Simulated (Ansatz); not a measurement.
# GeH5PS: up Jacob's ladder to CCSD(T)

The task here is to estimate one member of a computed series from the others.

Computed with Ansatz 0.2.0, Gaussian basis. Level: functionals in def2-TZVPP, the program's frozen cores in correlated methods.

Plan: LDA (SPW92), PBE-D4, revPBE-D4, BLYP-D4, r2SCAN-D4, B97M-V, PBE0-D4, B3LYP-D4, r2SCANh-D4, r2SCAN0-D4, HSE06-D4, BHLYP-D4, CAM-B3LYP-D4, LC-ωPBE, ωB97X-V, ωB97M-V, B2PLYP, PBE-QIDH; CCSD(T)/def2-SVP; CCSD(T)/def2-TZVPP; MP2/def2-QZVPP; extrapolation to the limit; RPA on PBE.

## The geometry

All runs share one geometry, relaxed beforehand with PBE0-D4 in a triple-zeta def2 set.

8 atoms, charge 0, spin multiplicity 1.

Atoms are counted from 1 here; the program's logs count them from 0.

Bond lengths: P1–Ge2 2.319 Å, P1–H4 1.420 Å, P1–H5 1.421 Å, Ge2–S3 2.228 Å, Ge2–H6 1.539 Å, Ge2–H7 1.536 Å, S3–H8 1.343 Å. Angles: Ge2–P1–H4 93.2°, Ge2–P1–H5 93.1°, H4–P1–H5 93.3°, P1–Ge2–S3 114.5°, P1–Ge2–H6 108.3°, P1–Ge2–H7 109.6°, S3–Ge2–H6 110.0°, S3–Ge2–H7 104.2°, H6–Ge2–H7 110.2°, Ge2–S3–H8 94.4°.

The first run:

The input, in.yaml:

```yaml
crystal:
  periodic: [false, false, false]
  atoms:
    - {symbol: P, position_ang: [-0.205939, 0.729151, -1.668671]}
    - {symbol: Ge, position_ang: [0.824450, 0.078699, 0.304005]}
    - {symbol: S, position_ang: [-0.316335, -1.424107, 1.489881]}
    - {symbol: H, position_ang: [-0.637213, -0.589081, -1.971775]}
    - {symbol: H, position_ang: [-1.421085, 1.064241, -1.013105]}
    - {symbol: H, position_ang: [1.079787, 1.336547, 1.153739]}
    - {symbol: H, position_ang: [2.152171, -0.623911, -0.015680]}
    - {symbol: H, position_ang: [-1.383735, -0.628539, 1.665905]}
basis:
  gaussian: {orbitals: def2-TZVPP}
hamiltonian: {xc: lda}
output: {orbitals: {seedname: orbitals}}
```

Command:

```console
ansatz run in.yaml --threads 2 --pin off --events-out ev --progress --plain --max-ram 4352MiB
```

Steps of the session up to this table: LDA; PBE-D4 (GGA); revPBE-D4 (GGA); BLYP-D4 (GGA); r2SCAN-D4 (meta-GGA); B97M-V (meta-GGA); PBE0-D4 (hybrid); B3LYP-D4 (hybrid); r2SCANh-D4 (hybrid); r2SCAN0-D4 (hybrid); HSE06-D4 (hybrid); BHLYP-D4 (hybrid); CAM-B3LYP-D4 (range-separated); LC-ωPBE (range-separated); ωB97X-V (range-separated); ωB97M-V (range-separated); B2PLYP (double hybrid); PBE-QIDH (double hybrid).

One of the session's tables, all rows but one given; the rest of the session is left out.

It belongs to the step «Frontier levels by functional». 

| functional | HOMO (eV) | gap (eV) |
| --- | --- | --- |
| LDA (SPW92) | -6.04 | 4.42 |
| PBE-D4 | -5.94 | 4.52 |
| revPBE-D4 | -5.90 | 4.57 |
| BLYP-D4 | -5.77 | 4.43 |
| r2SCAN-D4 | -6.21 | 5.02 |
| B97M-V | -6.31 | 5.11 |
| PBE0-D4 | -7.10 | 6.55 |
| B3LYP-D4 | -6.85 | 6.05 |
| r2SCANh-D4 | -6.63 | 5.75 |
| r2SCAN0-D4 | -7.26 | 6.85 |
| HSE06-D4 | -6.70 | 5.79 |
| BHLYP-D4 | -8.08 | 8.46 |
| CAM-B3LYP-D4 | -8.34 | 8.79 |
| LC-ωPBE | ? | ? |
| ωB97X-V | -9.36 | 10.85 |
| ωB97M-V | -9.16 | 10.47 |

Q: Estimate the row for LC-ωPBE from the others.

The run gave: HOMO (eV): -9.71; gap (eV): 11.29. In the column «HOMO (eV)» it is the lowest.
